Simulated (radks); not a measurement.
# Fractional charge and spin in the 4p shell of rubidium

An exercise on one series of results from a longer session: the logs are not shown, and one member is left open.

The numbers are computed with radks (a radial shooting solver on a logarithmic mesh, Libxc functionals) version 1 (scalar-relativistic Kohn-Sham, PBE, spin-polarised, spherical densities, finite nucleus), except any that are marked as measured or tabulated.

## The atom as given

```
element            : rubidium (Z = 37)
configuration      : [Ar] 3d10 4s2 5s(up 0.5, down 0.5) 4p(up 3, down 3)
nuclear rms radius : 4.2036 fm
```

A shell typed twice in an input gives spin up, then spin down.

The first run:

Input:

```text
Z 37
configuration [Ar] 3d10 4s2 5s0.5 5s0.5 4p3 4p3
relativity scalar-relativistic
functional pbe,pbe
spin polarised
nucleus finite rms 4.2036 fm
c 137.035999084
```

Among the steps run: 4p: up 3, down 3.

One of the session's tables, all rows but one given; the rest of the session is left out.

It belongs to the step «4p: up 3, down 3». Sizes of the orbitals, from the radial functions (bohr):

| level | <r> | outermost maximum (interpolated) | 90 % within | nodes |
| --- | --- | --- | --- | --- |
| 2s | 0.1778 | 0.150 | 0.275 | 1 |
| 2p | 0.1551 | 0.120 | 0.253 | 0 |
| 3s | ? | ? | ? | ? |
| 3p | 0.5188 | 0.446 | 0.789 | 1 |
| 3d | 0.5253 | 0.393 | 0.856 | 0 |
| 4s | 1.456 | 1.26 | 2.15 | 3 |
| 4p | 1.726 | 1.43 | 2.62 | 2 |
| 5s | 5.246 | 4.37 | 7.91 | 4 |

**Question.** Estimate the row for 3s.

**Answer.** <r>: 0.5106; outermost maximum (interpolated): 0.451; 90 % within: 0.758; nodes: 2. In the column «<r>» it lies between 2s (0.1778) and 3p (0.5188).
